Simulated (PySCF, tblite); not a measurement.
# C₅H₆SSi: geometry, infrared bands and NMR shifts

What infrared bands and NMR shifts should C₅H₆SSi (`C#CC(C#C)S[SiH3]`) show?

Programs: tblite 0.8.0 and PySCF 2.14.0, with density-fitted response routines of our own. Each step states its level of theory. These are calculated values for one molecule in the gas phase, unless marked as measured. Atoms are numbered from 0 throughout.

## 1. The starting structure

13 atoms, charge 0, multiplicity 1; geometry from: force field or distance geometry start.

Bonds of the start (Å): C0–C1 1.21, C1–C2 1.45, C2–C3 1.46, C3–C4 1.23, C2–S5 1.79, S5–Si6 2.14, C0–H7 1.08, C2–H8 1.13, C4–H9 1.07, Si6–H10 1.48, Si6–H11 1.48, Si6–H12 1.50.

## 2. Relaxing the molecule with GFN2-xTB

Job settings and geometry (Å):

```
{"job": {"kind": "relax", "xc": "GFN2-xTB", "basis": "xTB"}, "charge": 0, "multiplicity": 1}
C     -1.456100     2.208000     0.426500
C     -1.105400     1.352700    -0.361800
C     -0.667300     0.307700    -1.271400
C     -1.155500    -0.978700    -0.787600
C     -1.571100    -2.056100    -0.355800
S      1.108700     0.281700    -1.523600
Si     2.208000    -0.286700     0.216700
H     -1.775200     2.964000     1.132100
H     -1.165600     0.484200    -2.267000
H     -1.948700    -2.986100     0.000400
H      3.343800    -1.132300    -0.214300
H      2.836600     0.857400     0.924000
H      1.343600    -1.015300     1.202800
```

Run with:

```
$ OMP_NUM_THREADS=1 python probes_run.py task.json out
```

This one command runs all jobs of the session in turn.

**Question.** This job is followed by: GFN2-xTB harmonic vibrations, gas phase; GIAO PBE0/pcSseg-1 NMR shielding, non-relativistic, gas phase. What will the session give for the following? strongest single infrared mode (GFN2-xTB); zero-point energy (GFN2-xTB); 13C shifts against TMS (PBE0/pcSseg-1, means over atoms taken as alike); 1H shifts against TMS (PBE0/pcSseg-1, means over atoms taken as alike); 33S shifts against CS2 (PBE0/pcSseg-1); 29Si shifts against TMS (PBE0/pcSseg-1).

**Answer**, as computed:

| quantity | value |
| --- | --- |
| strongest single infrared mode (GFN2-xTB) | 770 cm⁻¹, 424 km/mol |
| zero-point energy (GFN2-xTB) | 50.1 kcal/mol |
| 13C shifts against TMS (PBE0/pcSseg-1, means over atoms taken as alike) | 82.8, 82.1, 25.2 ppm |
| 1H shifts against TMS (PBE0/pcSseg-1, means over atoms taken as alike) | 4.67, 4.41, 2.13 ppm |
| 33S shifts against CS2 (PBE0/pcSseg-1) | -27 ppm |
| 29Si shifts against TMS (PBE0/pcSseg-1) | -66.3 ppm |

In words: Relaxing lowered the energy by 0.375 eV in 129 steps; the close pair that moved most is C2–S5, from 1.794 to 1.871 Å. No mode is imaginary among the 33: a minimum at this level. The strongest single mode, at 770 cm⁻¹, has its largest shares on H10, H11 and H12 (the list is cut at 3 atoms). Unscaled tight-binding wavenumbers are off by several per cent, some by more. Its intensities can rank the bands wrongly. At PBE0/pcSseg-1: The widest tensor belongs to S5: span 648 ppm, with a paramagnetic part of -526 ppm.
